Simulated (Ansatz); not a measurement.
# SiHCl3 (trichlorosilane): PBE/def2-SVPD

What is the electronic atomisation energy of SiHCl3 (trichlorosilane) at PBE/def2-SVPD? 

The calculation is run with Ansatz 0.2.0.

44 further runs of the same task are left out: 2 that didn't finish, 42 set aside as unsound or not needed.

## (1) Starting point

SiHCl3 has 5 atoms, charge 0, and is taken as a singlet. SMILES: `Cl[SiH](Cl)Cl`. Geometry: relaxed at PBE0-D4/def2-TZVP.

Bond lengths: Cl1–Si2 2.030 Å, Si2–Cl3 2.030 Å, Si2–Cl4 2.030 Å, Si2–H5 1.469 Å. Angles: Cl1–Si2–Cl3 109.5°, Cl1–Si2–Cl4 109.5°, Cl3–Si2–Cl4 109.5°, Cl1–Si2–H5 109.5°, Cl3–Si2–H5 109.4°, Cl4–Si2–H5 109.4°.

## (2) The energy at PBE/def2-SVPD

job.yaml

```yaml
crystal:
  periodic: [false, false, false]
  atoms:
    - {symbol: Cl, position_ang: [1.690930, -0.571430, 0.891880]}
    - {symbol: Si, position_ang: [-0.081300, -0.012690, 0.075440]}
    - {symbol: Cl, position_ang: [0.017700, 1.933700, -0.491290]}
    - {symbol: Cl, position_ang: [-0.476020, -1.170520, -1.544190]}
    - {symbol: H, position_ang: [-1.151310, -0.179060, 1.068150]}
basis:
  gaussian: {orbitals: def2-SVPD}
hamiltonian: {xc: {name: PBE}}
accuracy: high
output: {orbitals: {seedname: orbitals}}
```

Started as:

```
$ ansatz run job.yaml --threads 1 --pin off --max-ram 3480MiB --events-out events.jsonl --progress --plain --runs-dir runs
```

Standard output:

```text
Warning: RAYON_NUM_THREADS=1 ignored (pool sized by the plan → 1); use --threads N
Functional definition: PBE
  name "PBE"
  parameter kappa = 0.804
  parameter beta = 0.06672455060314922
  exchange = pbe_x(kappa = kappa, mu = beta*pi^2/3)
  correlation = pbe_c(beta = beta)
2081 factors; integrals over basis functions are off by at most 3.4e-9 eV
mean field evaluation 1: about -45431.8988 eV, gradient 1.7e1 eV
mean field evaluation 2: about -45431.9947 eV, gradient 1.7e1 eV
mean field evaluation 4: about -45432.6872 eV, gradient 1.1e0 eV
mean field evaluation 8: about -45432.6861 eV, gradient 2.3e-2 eV
mean field evaluation 16: about -45432.6861 eV, gradient 2.8e-7 eV
mean field -45432.68607048 eV, -1669.6204177094 hartree, gradient 6.6e-8 eV, S^2 0.000000; 0 other end points of the search recorded, 0 dependent functions left out
reference -45432.68607407 eV, -1669.6204178413 hartree; 33, 33 occupied and 80, 80 virtual orbitals, 2081 factors
Total energy: -45432.68607407 eV, -1669.6204178413 hartree
```

Run time: 4.8 s. Hardware: 1 thread of Intel Xeon 6975P-C (Granite Rapids), shared host; peak memory 0.31 GiB.

## (3) The Cl atom at the same level

job.yaml

```yaml
crystal:
  periodic: [false, false, false]
  atoms:
    - {symbol: Cl, position_ang: [0.000000, 0.000000, 0.000000]}
basis:
  gaussian:
    orbitals: def2-SVPD
magnetization:
  spin_polarized: true
  initial_magnetization: 1
hamiltonian:
  xc: pbe
accuracy: high
```

Run the same way, it converges to -459.80679 Eh (log not shown).

## (4) The H atom at the same level

in.yaml

```yaml
crystal:
  periodic: [false, false, false]
  atoms:
    - {symbol: H, position_ang: [0.000000, 0.000000, 0.000000]}
basis:
  gaussian: {orbitals: def2-SVPD}
hamiltonian: {xc: pbe}
magnetization: {spin_polarized: true, initial_magnetization: 1}
accuracy: high
```

Run the same way, it converges to -0.49863 Eh (log not shown).

## (5) The Si atom, same level

in.yaml

```yaml
basis:
  gaussian: {orbitals: def2-SVPD}
crystal:
  periodic: [false, false, false]
  atoms:
    - {symbol: Si, position_ang: [0.000000, 0.000000, 0.000000]}
magnetization: {spin_polarized: true, initial_magnetization: 2}
hamiltonian: {xc: {name: PBE}}
accuracy: high
```

Run the same way, it converges to -289.12511 Eh (log not shown).

## (6) Results

Level: PBE/def2-SVPD.

```
                     quantity           value
       molecule: total energy  -1669.62042 Eh
        molecule: HOMO energy        -8.09 eV
        molecule: LUMO energy        -1.34 eV
      molecule: HOMO–LUMO gap         6.75 eV
        Cl atom: total energy   -459.80679 Eh
                Cl atom: ⟨S²⟩           0.752
         H atom: total energy     -0.49863 Eh
                 H atom: ⟨S²⟩           0.750
        Si atom: total energy   -289.12511 Eh
                Si atom: ⟨S²⟩           2.004
electronic atomisation energy       15.682 eV
```

Taking the molecule apart into free atoms costs 15.68 eV (362 kcal/mol), before zero-point energy and without spin-orbit coupling.
